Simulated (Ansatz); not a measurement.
**GeCN+ (quintet): the correlation ladder, cc-pVDZ**

How much of the correlation energy of GeCN+ (quintet) does each wave-function method recover here?

The runs use Ansatz 0.2.0, Gaussian basis; cc-pVDZ, core rule «outside noble gas», up to 16 orbitals frozen.

The runs, in order: UHF; CCSD(T) on ROHF; CCSD(T) on UHF; BCCD(T) on ROHF; CISD as a restricted active space (open shells left free, so some higher excitations enter); CCSDT(Q) on ROHF; CCSDT(Q) on UHF; CASSCF and MRCISD+Q, 10 electrons in 11 orbitals; CASSCF and NEVPT2, 10 electrons in 11 orbitals.

25 further runs of the same task are left out: 1 for a known fault of the program, 12 that didn't finish, 12 set aside as unsound or not needed. Runs told in other sessions of the task aren't counted.

### 1 The geometry

The geometry is a PBE0/def2-TZVP stationary point (not a proven minimum) of the parent state, kept for this charge and spin. No spin-orbit coupling is included. The filled d shell of Ge may be among the frozen orbitals whatever the setting's name suggests.

3 atoms, charge 1, spin multiplicity 5.

Atoms are counted from 1 here; the program's logs count them from 0.

Bond lengths: C1–Ge2 1.810 Å, Ge2–N3 1.679 Å. Angles: C1–Ge2–N3 180.0°.

In the tables R marks a restricted open-shell determinant and U an unrestricted one; 'valence' is the active space of 10 electrons in 11 orbitals; energies count from the table's Hartree-Fock row.

### 2 UHF

in.yaml

```yaml
crystal:
  periodic: [false, false, false]
  atoms:
    - {symbol: C, position_ang: [0.000000, 0.000000, 1.766200]}
    - {symbol: Ge, position_ang: [0.000000, 0.000000, -0.043800]}
    - {symbol: N, position_ang: [0.000000, 0.000000, -1.722400]}
basis:
  gaussian: {orbitals: cc-pVDZ}
total_charge: 1
magnetization: {spin_polarized: true, initial_magnetization: 4}
hamiltonian: {xc: hf}
output: {orbitals: {seedname: orbitals}}
```

Started as:

```sh
> ansatz run in.yaml --threads 1 --pin off --events-out ev --progress --plain --max-ram 2393MiB
```

The log of the run:

```text
Functional definition: HF
  name "HF"
  cite "Fock, Z. Phys. 61, 126 (1930) doi:10.1007/BF01340294"
  parent pbe
  exchange = exact_x
  correlation = 0
598 factors; integrals over basis functions are off by at most 7.1e-4 eV
mean field evaluation 1: about -58964.1301 eV, gradient 2.6e1 eV
mean field evaluation 2: about -58964.1401 eV, gradient 2.6e1 eV
mean field evaluation 4: about -58968.5227 eV, gradient 4.0e0 eV
mean field evaluation 8: about -58969.2359 eV, gradient 1.1e0 eV
mean field evaluation 16: about -58969.4016 eV, gradient 7.4e-5 eV
mean field evaluation 32: about -58968.9664 eV, gradient 1.6e0 eV
mean field evaluation 64: about -58968.5077 eV, gradient 8.2e-1 eV
mean field evaluation 96: about -58964.7968 eV, gradient 6.3e0 eV
mean field evaluation 128: about -58963.7281 eV, gradient 2.4e-1 eV
mean field -58969.40158273 eV, -2167.0855372695 hartree, gradient 4.1e-5 eV, S^2 6.491059; 4 other end points of the search recorded, 0 dependent functions left out
reference -58969.40158273 eV, -2167.0855372695 hartree; 24, 20 occupied and 31, 35 virtual orbitals, 598 factors
Total energy: -58969.40158273 eV, -2167.0855372695 hartree
```

Wall time 6 s (1 thread of Arm Neoverse N1, shared host).

From the report: ⟨S²⟩ of the determinant 6.491 (pure quintet: 6.00).

### 3 CCSD(T) on ROHF

in.yaml, as its differences from that of step 2:

```diff
@@ -9,4 +9,3 @@
 total_charge: 1
-magnetization: {spin_polarized: true, initial_magnetization: 4}
-hamiltonian: {xc: hf}
-output: {orbitals: {seedname: orbitals}}
+magnetization: {spin_polarized: false, initial_magnetization: 4}
+correlation: {method: ccsd_t, electrons: outside_noble_gas}
```

Same command.

The log of the run, shortened:

```text
Functional definition: HF
  name "HF"
  cite "Fock, Z. Phys. 61, 126 (1930) doi:10.1007/BF01340294"
  parent pbe
[...]
598 factors; integrals over basis functions are off by at most 7.1e-4 eV
[...]
mean field -58968.68742698 eV, -2167.0592925294 hartree, gradient 2.4e-6 eV, S^2 6.000000; 13 other end points of the search recorded, 0 dependent functions left out
[...]
determinant -58968.68742698 eV, -2167.0592925294 hartree, with singles and doubles -58976.74497457 eV, -2167.3554019419 hartree
determinant -58968.33256506 eV, -2167.0462515945 hartree, with singles and doubles -58976.08601826 eV, -2167.3311857444 hartree
determinant -58967.42751307 eV, -2167.0129915475 hartree, with singles and doubles -58976.63622718 eV, -2167.3514055490 hartree
determinant -58966.36792952 eV, -2166.9740525701 hartree, with singles and doubles -58974.75120108 eV, -2167.2821321178 hartree
determinant -58965.39631501 eV, -2166.9383463956 hartree, with singles and doubles -58974.60450499 eV, -2167.2767411357 hartree
determinant -58964.62351640 eV, -2166.9099465705 hartree, with singles and doubles -58972.46683406 eV, -2167.1981831782 hartree
determinant -58968.68742698 eV, -2167.0592925294 hartree, with singles and doubles -58976.77321837 eV, -2167.3564398823 hartree
determinant -58967.42751307 eV, -2167.0129915475 hartree, with singles and doubles -58976.69493633 eV, -2167.3535630707 hartree
16 core orbitals not correlated: weight in the atoms' cores, before any rotation towards them, 0.996 or more for the frozen orbitals, at most 0.004 for the correlated occupied ones
reference -58968.68742698 eV, -2167.0592925294 hartree; 8, 4 occupied and 31, 35 virtual orbitals, 598 factors
second order -7.08624923 eV of doubles, -0.10420401 eV of singles
cycle   1  -8.08578951 eV  change    1.9e-6 eV  update   3.2e-6
perturbative correction -0.44801230 eV, -0.0164641482 hartree
Total energy: -58977.22122878 eV, -2167.3729039614 hartree
```

Wall time 36 s (1 thread of Arm Neoverse N1, shared host).

From the report: correlation -8.5338 eV; T1 0.064; largest double amplitude 0.11.

### 4 CCSD(T) on UHF

in.yaml, as its differences from that of step 3:

```diff
@@ -9,3 +9,3 @@
 total_charge: 1
-magnetization: {spin_polarized: false, initial_magnetization: 4}
+magnetization: {spin_polarized: true, initial_magnetization: 4}
 correlation: {method: ccsd_t, electrons: outside_noble_gas}
```

The command is unchanged.

The log of the run, shortened:

```text
Functional definition: HF
  name "HF"
  cite "Fock, Z. Phys. 61, 126 (1930) doi:10.1007/BF01340294"
  parent pbe
[...]
598 factors; integrals over basis functions are off by at most 7.1e-4 eV
[...]
mean field -58969.40158273 eV, -2167.0855372695 hartree, gradient 1.6e-6 eV, S^2 6.491054; 12 other end points of the search recorded, 0 dependent functions left out
determinant -58969.40158273 eV, -2167.0855372695 hartree, with singles and doubles -58976.79140936 eV, -2167.3571083891 hartree
determinant -58968.61135636 eV, -2167.0564969857 hartree, with singles and doubles -58976.09080760 eV, -2167.3313617492 hartree
determinant -58967.47871498 eV, -2167.0148731829 hartree, with singles and doubles -58974.80927012 eV, -2167.2842661153 hartree
determinant -58965.90628913 eV, -2166.9570875988 hartree, with singles and doubles -58972.77665536 eV, -2167.2095689006 hartree
16 core orbitals not correlated: weight in the atoms' cores, before any rotation towards them, 0.992 or more for the frozen orbitals, at most 0.007 for the correlated occupied ones
reference -58969.40158273 eV, -2167.0855372695 hartree; 8, 4 occupied and 31, 35 virtual orbitals, 598 factors
second order -5.90644100 eV of doubles, -0.00000000 eV of singles
cycle   1  -7.39540874 eV  change   -5.6e-3 eV  update   6.9e-3
[...]
cycle  13  -7.41933846 eV  change    8.4e-6 eV  update   2.7e-6
perturbative correction -0.36480522 eV, -0.0134063446 hartree
Total energy: -58977.18572641 eV, -2167.3715992733 hartree
```

Wall time 22 s (1 thread of Arm Neoverse N1, shared host).

From the report: ⟨S²⟩ of the determinant 6.491 (pure quintet: 6.00); correlation -7.7841 eV; T1 0.072; largest double amplitude 0.10.

### 5 BCCD(T) on ROHF

in.yaml, as its differences from that of step 4:

```diff
@@ -9,3 +9,3 @@
 total_charge: 1
-magnetization: {spin_polarized: true, initial_magnetization: 4}
-correlation: {method: ccsd_t, electrons: outside_noble_gas}
+magnetization: {spin_polarized: false, initial_magnetization: 4}
+correlation: {method: bccd_t, electrons: outside_noble_gas}
```

The command is unchanged.

The log of the run, shortened:

```text
Functional definition: HF
  name "HF"
  cite "Fock, Z. Phys. 61, 126 (1930) doi:10.1007/BF01340294"
  parent pbe
[...]
598 factors; integrals over basis functions are off by at most 7.1e-4 eV
[...]
mean field -58968.68742698 eV, -2167.0592925294 hartree, gradient 2.4e-6 eV, S^2 6.000000; 13 other end points of the search recorded, 0 dependent functions left out
[...]
determinant -58968.68742698 eV, -2167.0592925294 hartree, with singles and doubles -58976.74497457 eV, -2167.3554019419 hartree
determinant -58968.33256506 eV, -2167.0462515945 hartree, with singles and doubles -58976.08601826 eV, -2167.3311857444 hartree
determinant -58967.42751307 eV, -2167.0129915475 hartree, with singles and doubles -58976.63622718 eV, -2167.3514055490 hartree
determinant -58966.36792952 eV, -2166.9740525701 hartree, with singles and doubles -58974.75120108 eV, -2167.2821321178 hartree
[...]
determinant -58964.62351640 eV, -2166.9099465705 hartree, with singles and doubles -58972.46683406 eV, -2167.1981831782 hartree
determinant -58968.68742698 eV, -2167.0592925294 hartree, with singles and doubles -58976.77321837 eV, -2167.3564398823 hartree
determinant -58967.42751307 eV, -2167.0129915475 hartree, with singles and doubles -58976.69493633 eV, -2167.3535630707 hartree
16 core orbitals not correlated: weight in the atoms' cores, before any rotation towards them, 0.996 or more for the frozen orbitals, at most 0.004 for the correlated occupied ones
reference -58968.68742698 eV, -2167.0592925294 hartree; 8, 4 occupied and 31, 35 virtual orbitals, 598 factors
second order -7.08624923 eV of doubles, -0.10420401 eV of singles
cycle   1  -7.98430679 eV  change    1.0e-1 eV  update   5.9e-2
[...]
cycle  15  -8.05435202 eV  change    2.4e-6 eV  update   1.2e-5
perturbative correction -0.46653173 eV, -0.0171447247 hartree
Total energy: -58977.20831072 eV, -2167.3724292313 hartree
```

Wall time 37 s (1 thread of Arm Neoverse N1, shared host).

From the report: correlation -8.5209 eV; largest double amplitude 0.08.

### 6 CISD as a restricted active space (open shells left free, so some higher excitations enter)

in.yaml, as its differences from that of step 5:

```diff
@@ -10,2 +10,2 @@
 magnetization: {spin_polarized: false, initial_magnetization: 4}
-correlation: {method: bccd_t, electrons: outside_noble_gas}
+correlation: {active_space: {ras: {orbitals: [4, 4, 31], electrons: 12, max_holes: 2, max_particles: 2}, fixed_orbitals: true}}
```

Launched as before.

The log of the run, shortened:

```text
Functional definition: HF
  name "HF"
  cite "Fock, Z. Phys. 61, 126 (1930) doi:10.1007/BF01340294"
  parent pbe
[...]
598 factors; integrals over basis functions are off by at most 7.1e-4 eV
[...]
mean field -58968.68742698 eV, -2167.0592925294 hartree, gradient 2.4e-6 eV, S^2 6.000000; 12 other end points of the search recorded, 0 dependent functions left out
reference -58968.68742698 eV, -2167.0592925294 hartree; 24, 20 occupied and 31, 35 virtual orbitals, 598 factors
state -58976.02114223 eV, -2167.3288015940 hartree
Total energy: -58976.02114223 eV, -2167.3288015940 hartree
```

Wall time 29 s (1 thread of Arm Neoverse N1, shared host).

From the report: 104,517 determinants.

### 7 CCSDT(Q) on ROHF

in.yaml, as its differences from that of step 6:

```diff
@@ -10,2 +10,2 @@
 magnetization: {spin_polarized: false, initial_magnetization: 4}
-correlation: {active_space: {ras: {orbitals: [4, 4, 31], electrons: 12, max_holes: 2, max_particles: 2}, fixed_orbitals: true}}
+correlation: {method: ccsdt_q, electrons: outside_noble_gas}
```

The command is unchanged.

The log of the run, shortened:

```text
Functional definition: HF
  name "HF"
  cite "Fock, Z. Phys. 61, 126 (1930) doi:10.1007/BF01340294"
  parent pbe
[...]
1042 factors; integrals over basis functions are off by at most 1.9e-7 eV
[...]
mean field -58968.68768735 eV, -2167.0593020982 hartree, gradient 2.3e-6 eV, S^2 6.000000; 13 other end points of the search recorded, 0 dependent functions left out
[...]
determinant -58968.68768735 eV, -2167.0593020982 hartree, with singles and doubles -58976.74523942 eV, -2167.3554116748 hartree
determinant -58968.33283623 eV, -2167.0462615599 hartree, with singles and doubles -58976.08630295 eV, -2167.3311962062 hartree
determinant -58967.42777616 eV, -2167.0130012159 hartree, with singles and doubles -58976.63648988 eV, -2167.3514152030 hartree
determinant -58966.36820300 eV, -2166.9740626203 hartree, with singles and doubles -58974.75146573 eV, -2167.2821418431 hartree
[...]
determinant -58964.62379735 eV, -2166.9099568950 hartree, with singles and doubles -58972.46712092 eV, -2167.1981937198 hartree
determinant -58968.68768735 eV, -2167.0593020982 hartree, with singles and doubles -58976.77348392 eV, -2167.3564496413 hartree
determinant -58967.42777616 eV, -2167.0130012159 hartree, with singles and doubles -58976.69519998 eV, -2167.3535727594 hartree
16 core orbitals not correlated: weight in the atoms' cores, before any rotation towards them, 0.996 or more for the frozen orbitals, at most 0.004 for the correlated occupied ones
reference -58968.68768735 eV, -2167.0593020982 hartree; 8, 4 occupied and 31, 35 virtual orbitals, 1042 factors
second order -7.08625677 eV of doubles, -0.10420396 eV of singles
cycle   1  -7.40767907 eV  change   -2.1e-1 eV  update   1.6e-1
[...]
cycle  27  -8.60648712 eV  change   -7.3e-7 eV  update   1.2e-6
perturbative correction -0.05196076 eV, -0.0019095227 hartree
Total energy: -58977.34613524 eV, -2167.3774941890 hartree
```

Run time: 1.9 min. Hardware: 1 thread of Arm Neoverse N1, shared host; peak memory 0.61 GiB.

From the report: correlation -8.6584 eV; T1 0.072; largest double amplitude 0.13.

### 8 CCSDT(Q) on UHF

in.yaml, as its differences from that of step 7:

```diff
@@ -9,3 +9,3 @@
 total_charge: 1
-magnetization: {spin_polarized: false, initial_magnetization: 4}
+magnetization: {spin_polarized: true, initial_magnetization: 4}
 correlation: {method: ccsdt_q, electrons: outside_noble_gas}
```

The command is unchanged.

The log of the run, shortened:

```text
Functional definition: HF
  name "HF"
  cite "Fock, Z. Phys. 61, 126 (1930) doi:10.1007/BF01340294"
  parent pbe
[...]
1042 factors; integrals over basis functions are off by at most 1.9e-7 eV
[...]
mean field -58969.40184233 eV, -2167.0855468094 hartree, gradient 1.6e-6 eV, S^2 6.491056; 12 other end points of the search recorded, 0 dependent functions left out
determinant -58969.40184233 eV, -2167.0855468094 hartree, with singles and doubles -58976.79167493 eV, -2167.3571181484 hartree
determinant -58968.61163185 eV, -2167.0565071098 hartree, with singles and doubles -58976.09109380 eV, -2167.3313722670 hartree
determinant -58967.47898217 eV, -2167.0148830021 hartree, with singles and doubles -58974.80953678 eV, -2167.2842759151 hartree
determinant -58965.90659261 eV, -2166.9570987515 hartree, with singles and doubles -58972.77701622 eV, -2167.2095821620 hartree
16 core orbitals not correlated: weight in the atoms' cores, before any rotation towards them, 0.992 or more for the frozen orbitals, at most 0.007 for the correlated occupied ones
reference -58969.40184233 eV, -2167.0855468094 hartree; 8, 4 occupied and 31, 35 virtual orbitals, 1042 factors
second order -5.90644340 eV of doubles, -0.00000000 eV of singles
cycle   1  -6.54461942 eV  change   -6.4e-1 eV  update   1.3e-1
[...]
cycle  27  -7.89079061 eV  change   -8.3e-7 eV  update   6.4e-7
perturbative correction -0.06248304 eV, -0.0022962094 hartree
Total energy: -58977.35511598 eV, -2167.3778242251 hartree
```

Wall time 84 s (1 thread of Arm Neoverse N1, shared host); peak memory 0.49 GiB.

From the report: ⟨S²⟩ of the determinant 6.491 (pure quintet: 6.00); correlation -7.9533 eV; T1 0.081; largest double amplitude 0.12.

### 9 CASSCF and MRCISD+Q, 10 electrons in 11 orbitals

in.yaml, as its differences from that of step 8:

```diff
@@ -9,3 +9,3 @@
 total_charge: 1
-magnetization: {spin_polarized: true, initial_magnetization: 4}
-correlation: {method: ccsdt_q, electrons: outside_noble_gas}
+magnetization: {spin_polarized: false, initial_magnetization: 4}
+correlation: {method: fic_mrcisd_q, electrons: outside_noble_gas, active_space: {window: {electrons: 10, orbitals: 11}, shells: [{species: C, l: s, shell: 2}, {species: C, l: p, shell: 2}, {species: Ge, l: s, shell: 4}, {species: Ge, l: p, shell: 4}, {species: "N", l: p, shell: 2}]}}
```

Same command.

The log of the run, shortened:

```text
Functional definition: HF
  name "HF"
  cite "Fock, Z. Phys. 61, 126 (1930) doi:10.1007/BF01340294"
  parent pbe
[...]
1042 factors; integrals over basis functions are off by at most 1.9e-7 eV
[...]
mean field -58968.68768735 eV, -2167.0593020982 hartree, gradient 2.3e-6 eV, S^2 6.000000; 12 other end points of the search recorded, 0 dependent functions left out
reference -58968.68768735 eV, -2167.0593020982 hartree; 24, 20 occupied and 31, 35 virtual orbitals, 1042 factors
state -58972.19231990 eV, -2167.1880949687 hartree
contracted CI cycle   1: correlation 0.00000000 eV, 0.0000000000 hartree, residual 1.91e1 eV
contracted CI cycle   2: correlation -4.60009580 eV, -0.1690504026 hartree, residual 3.02e0 eV
contracted CI cycle   3: correlation -4.72162887 eV, -0.1735166605 hartree, residual 6.71e-1 eV
contracted CI cycle   4: correlation -4.72818389 eV, -0.1737575531 hartree, residual 2.08e-1 eV
contracted CI cycle   5: correlation -4.72879344 eV, -0.1737799538 hartree, residual 6.91e-2 eV
contracted CI cycle   6: correlation -4.72885916 eV, -0.1737823687 hartree, residual 2.09e-2 eV
contracted CI cycle   7: correlation -4.72886514 eV, -0.1737825886 hartree, residual 6.15e-3 eV
contracted CI cycle   8: correlation -4.72886567 eV, -0.1737826082 hartree, residual 1.90e-3 eV
contracted CI cycle   9: correlation -4.72886572 eV, -0.1737826100 hartree, residual 5.56e-4 eV
state -58972.19231990 eV, -2167.1880949687 hartree; corrected -58977.26128705 eV, -2167.3743760756 hartree
Total energy: -58977.26128705 eV, -2167.3743760756 hartree
Checks for a lower state left out: starts, orbital_swaps
```

Run time: 39 s. Hardware: 1 thread of Arm Neoverse N1, shared host; peak memory 0.94 GiB.

From the report: 13,600 determinants; active occupations 1.98, 1.92, 1.89, 1.01, 1.01, 0.99, 0.98, 0.10, 0.07, 0.04, 0.01.

### 10 CASSCF and NEVPT2, 10 electrons in 11 orbitals

in.yaml

```yaml
crystal:
  periodic: [false, false, false]
  atoms:
    - {symbol: C, position_ang: [0.000000, 0.000000, 1.766200]}
    - {symbol: Ge, position_ang: [0.000000, 0.000000, -0.043800]}
    - {symbol: N, position_ang: [0.000000, 0.000000, -1.722400]}
basis:
  gaussian: {orbitals: cc-pVDZ}
total_charge: 1
magnetization: {spin_polarized: false, initial_magnetization: 4}
correlation: {method: sc_nevpt2, electrons: outside_noble_gas, active_space: {window: {electrons: 10, orbitals: 11}, shells: [{species: C, l: s, shell: 2}, {species: C, l: p, shell: 2}, {species: Ge, l: s, shell: 4}, {species: Ge, l: p, shell: 4}, {species: "N", l: p, shell: 2}]}}
```

Launched as before.

The log of the run, shortened:

```text
Functional definition: HF
  name "HF"
  cite "Fock, Z. Phys. 61, 126 (1930) doi:10.1007/BF01340294"
  parent pbe
[...]
1042 factors; integrals over basis functions are off by at most 1.9e-7 eV
[...]
mean field -58968.68768735 eV, -2167.0593020982 hartree, gradient 2.3e-6 eV, S^2 6.000000; 12 other end points of the search recorded, 0 dependent functions left out
reference -58968.68768735 eV, -2167.0593020982 hartree; 24, 20 occupied and 31, 35 virtual orbitals, 1042 factors
state -58972.19231990 eV, -2167.1880949687 hartree
state -58972.19231990 eV, -2167.1880949687 hartree; corrected -58976.35959314 eV, -2167.3412394355 hartree
Total energy: -58976.35959314 eV, -2167.3412394355 hartree
Checks for a lower state left out: starts, orbital_swaps
```

It took 26 s on 1 thread of Arm Neoverse N1, shared host.

From the report: 13,600 determinants; active occupations 1.98, 1.92, 1.89, 1.01, 1.01, 0.99, 0.98, 0.10, 0.07, 0.04, 0.01.

### 11 Natural occupations

Natural occupations of the CASSCF valence state about the gap (report; correlated orbitals 1 to 10): 1.975, 1.922, 1.890, 1.007, 1.005, 0.994, 0.980, 0.104, 0.075, 0.037. The count of effectively unpaired electrons, Σ n²(2 − n)², is 4.13; a single determinant of this spin has 4.

### 12 Misses and costs

No level here is safe as a reference; RCCSDT(Q) serves as a yardstick only. Rows without a time are mean-field rows or come out of runs for another level: lower rungs of the coupled-cluster runs, CASSCF and MRCISD of the multireference runs, or the Hartree-Fock search.

Differences are taken before rounding.

| method | energy from the lowest ROHF (meV) | from RCCSDT(Q) (meV) | time |
| --- | --- | --- | --- |
| ROHF | 0.0 | +8658.7 |  |
| UHF | -714.2 | +7944.6 |  |
| RMP2 | -7190.5 | +1468.3 |  |
| UMP2 | -6620.6 | +2038.1 |  |
| RCCSD | -8085.8 | +572.9 |  |
| UCCSD | -8133.5 | +525.2 |  |
| RCCSD(T) | -8533.8 | +124.9 | 36 s |
| UCCSD(T) | -8498.3 | +160.4 | 22 s |
| BCCD(T) | -8520.9 | +137.8 | 37 s |
| RCCSDT | -8606.7 | +52.0 |  |
| UCCSDT | -8605.2 | +53.5 |  |
| RCCSDT(Q) | -8658.7 | 0 | 1.9 min |
| UCCSDT(Q) | -8667.7 | -9.0 | 84 s |
| CASSCF valence | -3504.9 | +5153.8 |  |
| NEVPT2 valence | -7672.2 | +986.5 | 26 s |
| MRCISD valence | -8233.8 | +424.9 |  |
| MRCISD+Q valence | -8573.9 | +84.8 | 39 s |

Among the levels timed on like hardware and quicker than the yardstick, those that no quicker one beats, quickest first: UCCSD(T) (22 s, +160.4 meV); RCCSD(T) (36 s, +124.9 meV); MRCISD+Q valence (39 s, +84.8 meV); UCCSDT(Q) (84 s, -9.0 meV).

Not comparable, so not listed: CISD as a restricted active space (open shells left free, so some higher excitations enter) (they don't share determinant, frozen orbitals or solution with the rows shown, or repeat one).

### 13 What came out

| quantity | value |
| --- | --- |
| RCCSDT(Q) from the ROHF energy | -8.6587 eV |
| RMP2 from RCCSDT(Q) | +1468.3 meV |
| UMP2 from RCCSDT(Q) | +2038.1 meV |
| RCCSD from RCCSDT(Q) | +572.9 meV |
| RCCSD(T) from RCCSDT(Q) | +124.9 meV |
| UCCSD(T) from RCCSDT(Q) | +160.4 meV |
| UCCSDT(Q) from RCCSDT(Q) | -9.0 meV |
| NEVPT2 valence from RCCSDT(Q) | +986.5 meV |
| MRCISD+Q valence from RCCSDT(Q) | +84.8 meV |
| T1 diagnostic | 0.064 |
| effectively unpaired electrons | 4.13 |

What this shows: RCCSD(T) misses by +124.9 meV, 1.4 % of the correlation energy. CCSD(T) misses by +124.9 meV on the restricted determinant and by +160.4 meV on the unrestricted one; the two need not hold the same state or core. The occupations are near whole numbers, but T1 = 0.064 shows that the orbitals relax strongly. Warnings: spin contamination; large T1 diagnostic.
